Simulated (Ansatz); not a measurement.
# BClFH6N: two geometries relaxed, part 2 of 2

Aim: relax the geometries before and after the reaction (exchange6), and see whether they are two minima and how far apart in energy. Meant to form: B1–F6, H5–N8, H7–Cl2; to break: B1–Cl2, H5–F6, H7–N8. The start is a guess near the saddle point, from which both ends are pulled out.

Ansatz 0.2.0; UKS LDA/def2-SVP.

**5. Pulling towards end B**

Springs on the bonds that form and break draw the guess towards this end; the thresholds are loose.

Input file input.yaml:

```yaml
crystal:
  periodic: [false, false, false]
  atoms:
    - { symbol: B, position_ang: [0.0177, -1.695, 0.5409] }
    - { symbol: Cl, position_ang: [1.769, -0.673, -0.2255] }
    - { symbol: H, position_ang: [-0.28, -2.4583, -0.2832] }
    - { symbol: H, position_ang: [0.2495, -1.9441, 1.6522] }
    - { symbol: H, position_ang: [-0.8553, 0.5862, 0.0747] }
    - { symbol: F, position_ang: [-1.1465, -0.4892, 0.5347] }
    - { symbol: H, position_ang: [0.914, 0.8373, -0.4881] }
    - { symbol: "N", position_ang: [-0.1811, 1.5954, -0.4791] }
    - { symbol: H, position_ang: [-0.0474, 2.41, 0.0963] }
    - { symbol: H, position_ang: [-0.4399, 1.8307, -1.4229] }
magnetization:
  spin_polarized: true
basis:
  gaussian: { orbitals: def2-SVP }
hamiltonian:
  xc: lda
relax:
  f_tol: 0.15
  max_steps: 25
  restrain:
    - { distance: [0, 5], at: 1.41, k: 30.0 }
    - { distance: [4, 7], at: 1.02, k: 30.0 }
    - { distance: [6, 1], at: 1.33, k: 30.0 }
    - { distance: [0, 1], at: 3.16, k: 30.0 }
    - { distance: [4, 5], at: 2.18, k: 30.0 }
    - { distance: [6, 7], at: 2.32, k: 30.0 }
```

Started as:

```
ansatz run input.yaml --threads 2 --pin off --max-ram 3072MiB --backend cpu --events-out ev --progress --plain --runs-dir out
```

Standard output:

```text
Warning: RAYON_NUM_THREADS=2 ignored (pool sized by the plan → 2); use --threads N
The last accepted step is kept in <dir> (removed where the run ends without a failure and the disk answers)
Engine: ansatz 0.2.0, x86_64-unknown-linux-gnu
Functional definition: SPW92
  exchange = slater_x
  correlation = pw_c
1017 factors; their error is unknown
mean field evaluation 1: about -17410.3468 eV, gradient 4.1e1 eV
mean field evaluation 2: about -17393.2788 eV, gradient 7.0e1 eV
mean field evaluation 4: about -17417.4563 eV, gradient 4.2e0 eV
mean field evaluation 8: about -17417.4743 eV, gradient 1.5e-1 eV
mean field evaluation 16: about -17417.4744 eV, gradient 1.3e-5 eV
mean field -17417.47437340 eV, -640.0803772342 hartree, gradient 1.3e-5 eV, S^2 0.000000; 0 other end points of the search recorded, 0 dependent functions left out
the calculation of the forces begins
reference -17417.47440436 eV, -640.0803783720 hartree; 22, 22 occupied and 68, 68 virtual orbitals, 1017 factors
relax step   1: F+E_penalty+E_count = -17417.47437340 eV  Δ(F+E_penalty+E_count) = +0.000e0 eV  max|allowed force component| = 4.267e0 eV/Å  E_restraint = 48.91784337 eV  max|allowed force component, restraints' pulls added| = 3.466e1 eV/Å  Δτ_max = 0.0000 Å  (29 SCF iters, accepted)
  distance B 0 - F 5 = 1.6761 Å
  distance H 4 - N 7 = 1.3341 Å
  distance H 6 - Cl 1 = 1.7553 Å
  distance B 0 - Cl 1 = 2.1677 Å
  distance H 4 - F 5 = 1.2054 Å
  distance H 6 - N 7 = 1.3319 Å
these checks for a lower state are left out or cut short: starts, cluster_reference, orbital_swaps, neighbouring_geometries, increment
1017 factors; their error is unknown
mean field -17417.37195238 eV, -640.0766133311 hartree, gradient 2.6e-5 eV, S^2 0.000000; 0 other end points of the search recorded, 0 dependent functions left out
the calculation of the forces begins
reference -17417.37198423 eV, -640.0766145017 hartree; 22, 22 occupied and 68, 68 virtual orbitals, 1017 factors
relax step   2: F+E_penalty+E_count = -17417.37195238 eV  Δ(F+E_penalty+E_count) = +1.024e-1 eV  max|allowed force component| = 3.625e0 eV/Å  E_restraint = 20.78028965 eV  max|allowed force component, restraints' pulls added| = 2.321e1 eV/Å  Δτ_max = 0.1941 Å  (33 SCF iters, accepted)
  distance B 0 - F 5 = 1.5225 Å
  distance H 4 - N 7 = 1.1455 Å
  distance H 6 - Cl 1 = 1.5141 Å
  distance B 0 - Cl 1 = 2.5197 Å
  distance H 4 - F 5 = 1.5089 Å
  distance H 6 - N 7 = 1.6398 Å
these checks for a lower state are left out or cut short: starts, cluster_reference, orbital_swaps, neighbouring_geometries, increment
1017 factors; their error is unknown
mean field evaluation 32: about -17417.3828 eV, gradient 1.6e-5 eV
mean field -17417.38279535 eV, -640.0770118029 hartree, gradient 1.6e-5 eV, S^2 0.000000; 0 other end points of the search recorded, 0 dependent functions left out
the calculation of the forces begins
reference -17417.38282830 eV, -640.0770130139 hartree; 22, 22 occupied and 68, 68 virtual orbitals, 1017 factors
relax step   3: F+E_penalty+E_count = -17417.38279535 eV  Δ(F+E_penalty+E_count) = -1.084e-2 eV  max|allowed force component| = 2.335e0 eV/Å  E_restraint = 4.75381457 eV  max|allowed force component, restraints' pulls added| = 8.628e0 eV/Å  Δτ_max = 0.1947 Å  (33 SCF iters, accepted)
  distance B 0 - F 5 = 1.3577 Å
  distance H 4 - N 7 = 0.9657 Å
  distance H 6 - Cl 1 = 1.3263 Å
  distance B 0 - Cl 1 = 2.8498 Å
  distance H 4 - F 5 = 1.8693 Å
  distance H 6 - N 7 = 1.9758 Å
these checks for a lower state are left out or cut short: starts, cluster_reference, orbital_swaps, neighbouring_geometries, increment
1017 factors; their error is unknown
mean field -17417.17160146 eV, -640.0692505708 hartree, gradient 2.2e-5 eV, S^2 0.000000; 0 other end points of the search recorded, 0 dependent functions left out
the calculation of the forces begins
reference -17417.17163532 eV, -640.0692518150 hartree; 22, 22 occupied and 68, 68 virtual orbitals, 1017 factors
relax step   4: F+E_penalty+E_count = -17417.17160146 eV  Δ(F+E_penalty+E_count) = +2.112e-1 eV  max|allowed force component| = 9.711e-1 eV/Å  E_restraint = 0.22156908 eV  max|allowed force component, restraints' pulls added| = 1.961e0 eV/Å  Δτ_max = 0.1964 Å  (29 SCF iters, accepted)
  distance B 0 - F 5 = 1.3426 Å
  distance H 4 - N 7 = 1.0009 Å
  distance H 6 - Cl 1 = 1.2962 Å
  distance B 0 - Cl 1 = 3.1187 Å
  distance H 4 - F 5 = 2.1180 Å
  distance H 6 - N 7 = 2.2637 Å
these checks for a lower state are left out or cut short: starts, cluster_reference, orbital_swaps, neighbouring_geometries, increment
1017 factors; their error is unknown
mean field -17416.95005765 eV, -640.0611089857 hartree, gradient 1.8e-5 eV, S^2 0.000000; 0 other end points of the search recorded, 0 dependent functions left out
the calculation of the forces begins
reference -17416.95009122 eV, -640.0611102197 hartree; 22, 22 occupied and 68, 68 virtual orbitals, 1017 factors
relax step   5: F+E_penalty+E_count = -17416.95005765 eV  Δ(F+E_penalty+E_count) = +2.215e-1 eV  max|allowed force component| = 1.986e0 eV/Å  E_restraint = 0.02975147 eV  max|allowed force component, restraints' pulls added| = 1.475e0 eV/Å  Δτ_max = 0.1957 Å  (34 SCF iters, rejected (line search))
  distance B 0 - F 5 = 1.3749 Å
  distance H 4 - N 7 = 1.0217 Å
  distance H 6 - Cl 1 = 1.3560 Å
  distance B 0 - Cl 1 = 3.1545 Å
  distance H 4 - F 5 = 2.1789 Å
  distance H 6 - N 7 = 2.3135 Å
these checks for a lower state are left out or cut short: starts, cluster_reference, orbital_swaps, neighbouring_geometries, increment
1017 factors; their error is unknown
mean field -17417.15917906 eV, -640.0687940561 hartree, gradient 2.2e-5 eV, S^2 0.000000; 0 other end points of the search recorded, 0 dependent functions left out
the calculation of the forces begins
reference -17417.15921316 eV, -640.0687953090 hartree; 22, 22 occupied and 68, 68 virtual orbitals, 1017 factors
relax step   6: F+E_penalty+E_count = -17417.15917906 eV  Δ(F+E_penalty+E_count) = +1.242e-2 eV  max|allowed force component| = 1.016e0 eV/Å  E_restraint = 0.05142605 eV  max|allowed force component, restraints' pulls added| = 3.668e-1 eV/Å  Δτ_max = 0.0954 Å  (29 SCF iters, accepted)
  distance B 0 - F 5 = 1.3611 Å
  distance H 4 - N 7 = 1.0210 Å
  distance H 6 - Cl 1 = 1.3183 Å
  distance B 0 - Cl 1 = 3.1534 Å
  distance H 4 - F 5 = 2.1699 Å
  distance H 6 - N 7 = 2.2925 Å
these checks for a lower state are left out or cut short: starts, cluster_reference, orbital_swaps, neighbouring_geometries, increment
1017 factors; their error is unknown
mean field -17417.19314140 eV, -640.0700421488 hartree, gradient 9.1e-6 eV, S^2 0.000000; 0 other end points of the search recorded, 0 dependent functions left out
the calculation of the forces begins
reference -17417.19317613 eV, -640.0700434253 hartree; 22, 22 occupied and 68, 68 virtual orbitals, 1017 factors
relax step   7: F+E_penalty+E_count = -17417.19314140 eV  Δ(F+E_penalty+E_count) = -3.396e-2 eV  max|allowed force component| = 1.303e0 eV/Å  E_restraint = 0.03432122 eV  max|allowed force component, restraints' pulls added| = 4.416e-1 eV/Å  Δτ_max = 0.1000 Å  (29 SCF iters, accepted)
  distance B 0 - F 5 = 1.3701 Å
  distance H 4 - N 7 = 1.0265 Å
  distance H 6 - Cl 1 = 1.3286 Å
  distance B 0 - Cl 1 = 3.1506 Å
  distance H 4 - F 5 = 2.1789 Å
  distance H 6 - N 7 = 2.2963 Å
these checks for a lower state are left out or cut short: starts, cluster_reference, orbital_swaps, neighbouring_geometries, increment
1017 factors; their error is unknown
mean field evaluation 64: about -17417.4043 eV, gradient 4.5e-1 eV
mean field -17417.36121293 eV, -640.0762186637 hartree, gradient 2.0e-5 eV, S^2 0.000000; 0 other end points of the search recorded, 0 dependent functions left out
the calculation of the forces begins
reference -17417.36124845 eV, -640.0762199690 hartree; 22, 22 occupied and 68, 68 virtual orbitals, 1017 factors
relax step   8: F+E_penalty+E_count = -17417.36121293 eV  Δ(F+E_penalty+E_count) = -1.681e-1 eV  max|allowed force component| = 1.306e0 eV/Å  E_restraint = 0.04204518 eV  max|allowed force component, restraints' pulls added| = 3.439e-1 eV/Å  Δτ_max = 0.1500 Å  (34 SCF iters, accepted)
  distance B 0 - F 5 = 1.3645 Å
  distance H 4 - N 7 = 1.0256 Å
  distance H 6 - Cl 1 = 1.3258 Å
  distance B 0 - Cl 1 = 3.1495 Å
  distance H 4 - F 5 = 2.1771 Å
  distance H 6 - N 7 = 2.2963 Å
these checks for a lower state are left out or cut short: starts, cluster_reference, orbital_swaps, neighbouring_geometries, increment
1017 factors; their error is unknown
mean field -17417.35604350 eV, -640.0760286907 hartree, gradient 1.7e-5 eV, S^2 0.000000; 0 other end points of the search recorded, 0 dependent functions left out
the calculation of the forces begins
reference -17417.35607975 eV, -640.0760300227 hartree; 22, 22 occupied and 68, 68 virtual orbitals, 1017 factors
relax step   9: F+E_penalty+E_count = -17417.35604350 eV  Δ(F+E_penalty+E_count) = +5.169e-3 eV  max|allowed force component| = 1.471e0 eV/Å  E_restraint = 0.07776826 eV  max|allowed force component, restraints' pulls added| = 1.527e0 eV/Å  Δτ_max = 0.1949 Å  (28 SCF iters, rejected (line search))
  distance B 0 - F 5 = 1.3660 Å
  distance H 4 - N 7 = 1.0292 Å
  distance H 6 - Cl 1 = 1.3531 Å
  distance B 0 - Cl 1 = 3.1307 Å
  distance H 4 - F 5 = 2.1628 Å
  distance H 6 - N 7 = 2.2816 Å
these checks for a lower state are left out or cut short: starts, cluster_reference, orbital_swaps, neighbouring_geometries, increment
1017 factors; their error is unknown
mean field -17417.38405999 eV, -640.0770582777 hartree, gradient 6.1e-6 eV, S^2 0.000000; 0 other end points of the search recorded, 0 dependent functions left out
the calculation of the forces begins
reference -17417.38409578 eV, -640.0770595928 hartree; 22, 22 occupied and 68, 68 virtual orbitals, 1017 factors
relax step  10: F+E_penalty+E_count = -17417.38405999 eV  Δ(F+E_penalty+E_count) = -2.285e-2 eV  max|allowed force component| = 1.247e0 eV/Å  E_restraint = 0.04312606 eV  max|allowed force component, restraints' pulls added| = 8.644e-2 eV/Å  Δτ_max = 0.0956 Å  (29 SCF iters, accepted)
  distance B 0 - F 5 = 1.3631 Å
  distance H 4 - N 7 = 1.0267 Å
  distance H 6 - Cl 1 = 1.3254 Å
  distance B 0 - Cl 1 = 3.1498 Å
  distance H 4 - F 5 = 2.1765 Å
  distance H 6 - N 7 = 2.2979 Å
these checks for a lower state are left out or cut short: starts, cluster_reference, orbital_swaps, neighbouring_geometries, increment
1017 factors; their error is unknown
mean field -17417.38015214 eV, -640.0769146669 hartree, gradient 2.0e-5 eV, S^2 0.000000; 0 other end points of the search recorded, 0 dependent functions left out
the calculation of the forces begins
reference -17417.38018812 eV, -640.0769159891 hartree; 22, 22 occupied and 68, 68 virtual orbitals, 1017 factors
relax step  11: F+E_penalty+E_count = -17417.38015214 eV  Δ(F+E_penalty+E_count) = +3.908e-3 eV  max|allowed force component| = 1.339e0 eV/Å  E_restraint = 0.04166957 eV  max|allowed force component, restraints' pulls added| = 1.659e-1 eV/Å  Δτ_max = 0.0981 Å  (30 SCF iters, rejected (line search))
  distance B 0 - F 5 = 1.3624 Å
  distance H 4 - N 7 = 1.0248 Å
  distance H 6 - Cl 1 = 1.3293 Å
  distance B 0 - Cl 1 = 3.1499 Å
  distance H 4 - F 5 = 2.1758 Å
  distance H 6 - N 7 = 2.3008 Å
these checks for a lower state are left out or cut short: starts, cluster_reference, orbital_swaps, neighbouring_geometries, increment
1017 factors; their error is unknown
mean field evaluation 96: about -17417.3853 eV, gradient 4.5e-4 eV
mean field -17417.38529980 eV, -640.0771038398 hartree, gradient 2.0e-5 eV, S^2 0.000000; 0 other end points of the search recorded, 0 dependent functions left out
the calculation of the forces begins
reference -17417.38533569 eV, -640.0771051586 hartree; 22, 22 occupied and 68, 68 virtual orbitals, 1017 factors
relax step  12: F+E_penalty+E_count = -17417.38529980 eV  Δ(F+E_penalty+E_count) = -1.240e-3 eV  max|allowed force component| = 1.240e0 eV/Å  E_restraint = 0.04313937 eV  max|allowed force component, restraints' pulls added| = 5.744e-2 eV/Å  Δτ_max = 0.0474 Å  (29 SCF iters, accepted)
  distance B 0 - F 5 = 1.3629 Å
  distance H 4 - N 7 = 1.0257 Å
  distance H 6 - Cl 1 = 1.3271 Å
  distance B 0 - Cl 1 = 3.1495 Å
  distance H 4 - F 5 = 2.1769 Å
  distance H 6 - N 7 = 2.2977 Å
1017 factors; their error is unknown
mean field -17417.38529980 eV, -640.0771038398 hartree, gradient 2.0e-5 eV, S^2 0.000000; 1 other end points of the search recorded, 0 dependent functions left out
the calculation of the forces begins
reference -17417.38533569 eV, -640.0771051586 hartree; 22, 22 occupied and 68, 68 virtual orbitals, 1017 factors
Total energy: -17417.38533569 eV, -640.0771051586 hartree
Atom 0 at    -0.321193    -1.952215     0.717513 Å, force    -0.575283     1.240204    -0.146945 eV/Å
Atom 1 at     2.312834    -0.598338    -0.353962 Å, force    -0.344976    -0.009693     0.084136 eV/Å
Atom 2 at    -0.329088    -2.676271    -0.262192 Å, force     0.008059     0.003541    -0.004714 eV/Å
Atom 3 at     0.235988    -2.170558     1.778413 Å, force     0.008672     0.001998    -0.001444 eV/Å
Atom 4 at    -0.997364     1.185242    -0.108665 Å, force    -0.094473    -0.191358     0.095010 eV/Å
Atom 5 at    -1.115827    -0.846176     0.664725 Å, force     0.818591    -1.021315     0.014751 eV/Å
Atom 6 at     1.501455     0.439746    -0.512578 Å, force    -0.436344     0.279819     0.014994 eV/Å
Atom 7 at    -0.324783     1.833980    -0.531597 Å, force     0.604485    -0.289714    -0.051221 eV/Å
Atom 8 at    -0.275269     2.672652     0.060993 Å, force    -0.001856    -0.020800    -0.033727 eV/Å
Atom 9 at    -0.686753     2.111938    -1.452651 Å, force     0.013123     0.007319     0.029158 eV/Å
Dipole moment:    -0.424056     0.504108    -0.075255 e Å
```

Wall time 6.2 s (2 threads of AMD EPYC 9B45 (Zen 5), shared host); peak memory 0.17 GiB.

Step by step:

```tsv
step	energy from step 1 (eV)	largest force component (eV/Å)
1	0.0000	4.2674
2	0.1024	3.6245
3	0.0916	2.3346
4	0.3028	0.9711
5x	0.5243	1.9858
6	0.3152	1.0163
7	0.2812	1.3029
8	0.1132	1.3064
9x	0.1183	1.4708
10	0.0903	1.2466
11x	0.0942	1.3391
12	0.0891	1.2402
```

Step 1 is the start. 3 steps were tried and not accepted (marked x). Energies and forces in the table leave out the springs, which the log lists apart; the run stops on the force with the springs' pull added.

After: Bond lengths: B1–H3 1.218 Å, B1–H4 1.218 Å, B1–F6 1.363 Å, Cl2–H7 1.327 Å, H5–N8 1.026 Å, N8–H9 1.028 Å, N8–H10 1.028 Å. Angles: H3–B1–H4 126.6°, H3–B1–F6 116.6°, H4–B1–F6 116.5°, H5–N8–H9 108.1°, H5–N8–H10 108.0°, H9–N8–H10 108.2°.

Pairs that crossed the distance rule for bonds on the way: came closer Cl2–H7, H5–N8; moved apart B1–Cl2.

**6. End point B**

It starts where the restrained run ended.

Input file input.yaml:

```yaml
crystal:
  periodic: [false, false, false]
  atoms:
    - { symbol: B, position_ang: [-0.321193, -1.952215, 0.717513] }
    - { symbol: Cl, position_ang: [2.312834, -0.598338, -0.353962] }
    - { symbol: H, position_ang: [-0.329088, -2.676271, -0.262192] }
    - { symbol: H, position_ang: [0.235988, -2.170558, 1.778413] }
    - { symbol: H, position_ang: [-0.997364, 1.185242, -0.108665] }
    - { symbol: F, position_ang: [-1.115827, -0.846176, 0.664725] }
    - { symbol: H, position_ang: [1.501455, 0.439746, -0.512578] }
    - { symbol: "N", position_ang: [-0.324783, 1.83398, -0.531597] }
    - { symbol: H, position_ang: [-0.275269, 2.672652, 0.060993] }
    - { symbol: H, position_ang: [-0.686753, 2.111938, -1.452651] }
magnetization:
  spin_polarized: true
basis:
  gaussian: { orbitals: def2-SVP }
hamiltonian:
  xc: lda
relax:
  f_tol: 0.03
  max_steps: 50
```

Started as:

```
ansatz run input.yaml --threads 2 --pin off --max-ram 3072MiB --backend cpu --events-out ev --progress --plain --runs-dir out
```

Standard output (excerpt; [...] marks lines left out):

```text
Warning: RAYON_NUM_THREADS=2 ignored (pool sized by the plan → 2); use --threads N
[...]
Functional definition: SPW92
[...]
1017 factors; their error is unknown
[...]
mean field -17417.38529600 eV, -640.0771037003 hartree, gradient 4.4e-5 eV, S^2 0.000000; 0 other end points of the search recorded, 0 dependent functions left out
[...]
reference -17417.38533237 eV, -640.0771050367 hartree; 22, 22 occupied and 68, 68 virtual orbitals, 1017 factors
relax step   1: F+E_penalty+E_count = -17417.38529600 eV  Δ(F+E_penalty+E_count) = +0.000e0 eV  max|allowed force component| = 1.240e0 eV/Å  Δτ_max = 0.0000 Å  (28 SCF iters, accepted)
[...]
relax step   5: F+E_penalty+E_count = -17418.46685351 eV  Δ(F+E_penalty+E_count) = -2.884e-1 eV  max|allowed force component| = 1.061e0 eV/Å  Δτ_max = 0.1965 Å  (33 SCF iters, accepted)
[...]
Total energy: -17418.87298203 eV, -640.1317751533 hartree
Atom 0 at     0.026098    -1.375210     0.492836 Å, force    -0.009759    -0.011947     0.005785 eV/Å
Atom 1 at     1.793918    -0.608696     0.365719 Å, force     0.002802     0.009268     0.000166 eV/Å
Atom 2 at    -0.374521    -1.523852    -0.669754 Å, force    -0.001728     0.005014     0.006046 eV/Å
Atom 3 at     0.123903    -2.388478     1.169585 Å, force    -0.003360     0.001375    -0.001630 eV/Å
Atom 4 at    -0.687147     0.716938     0.244799 Å, force     0.006341     0.001493    -0.004714 eV/Å
Atom 5 at    -0.792555    -0.382341     1.161918 Å, force     0.007254    -0.006823    -0.012635 eV/Å
Atom 6 at     0.801209     0.822253    -0.434089 Å, force     0.000292    -0.001295    -0.003096 eV/Å
Atom 7 at    -0.174816     1.307180    -0.533465 Å, force    -0.005006     0.007334    -0.004897 eV/Å
Atom 8 at    -0.138736     2.316543    -0.334106 Å, force     0.000825     0.007167     0.002972 eV/Å
Atom 9 at    -0.577352     1.115663    -1.463444 Å, force     0.002339    -0.011587     0.012002 eV/Å
Dipole moment:    -0.360723     1.344207    -0.640613 e Å
```

It took 10 s on 2 threads of AMD EPYC 9B45 (Zen 5), shared host; peak memory 0.17 GiB.

Step by step:

```tsv
step	energy from step 1 (eV)	largest force component (eV/Å)
1	0.0000	1.2402
2	-0.2664	0.6983
3	-0.5174	0.9499
4	-0.7931	1.0081
5	-1.0816	1.0606
6	-1.1673	1.3113
7	-1.3157	0.7673
8	-1.3257	0.7365
9	-1.3796	0.7512
10	-1.4106	0.1702
11	-1.4174	0.0799
12	-1.4279	0.0660
13	-1.4334	0.2982
14	-1.4603	0.1079
15	-1.4719	0.0819
16	-1.4775	0.3869
17	-1.4870	0.0758
18x	-1.4860	0.1591
19	-1.4877	0.0126
```

Step 1 is the start. 1 step was tried and not accepted (marked x).

After: Bond lengths: B1–Cl2 1.931 Å, B1–H3 1.239 Å, B1–H4 1.222 Å, B1–F6 1.450 Å, H5–N8 1.103 Å, H7–N8 1.094 Å, N8–H9 1.029 Å, N8–H10 1.031 Å. Angles: Cl2–B1–H3 106.4°, Cl2–B1–H4 107.0°, Cl2–B1–F6 106.0°, H3–B1–H4 116.5°, H3–B1–F6 109.4°, H4–B1–F6 110.9°, H5–N8–H7 96.5°, H5–N8–H9 113.8°, H5–N8–H10 110.8°, H7–N8–H9 112.7°, H7–N8–H10 110.3°, H9–N8–H10 111.7°.

Pairs that crossed the distance rule for bonds on the way: came closer B1–Cl2, H7–N8; moved apart Cl2–H7.

**7. Results**

The summary covers parts 1 to 2.

| quantity | value |
| --- | --- |
| end A | 19 moves, 2.119 eV lower |
| end B | 17 moves, 1.488 eV lower |
| largest difference between the ends | 0.02 Å |
| end B relative to end A | +0.000 eV |

In words: Both starts fell into the same minimum (no atom differs by more than 0.02 Å), so from this start no second minimum was found and no band was run; another arrangement could still be one.
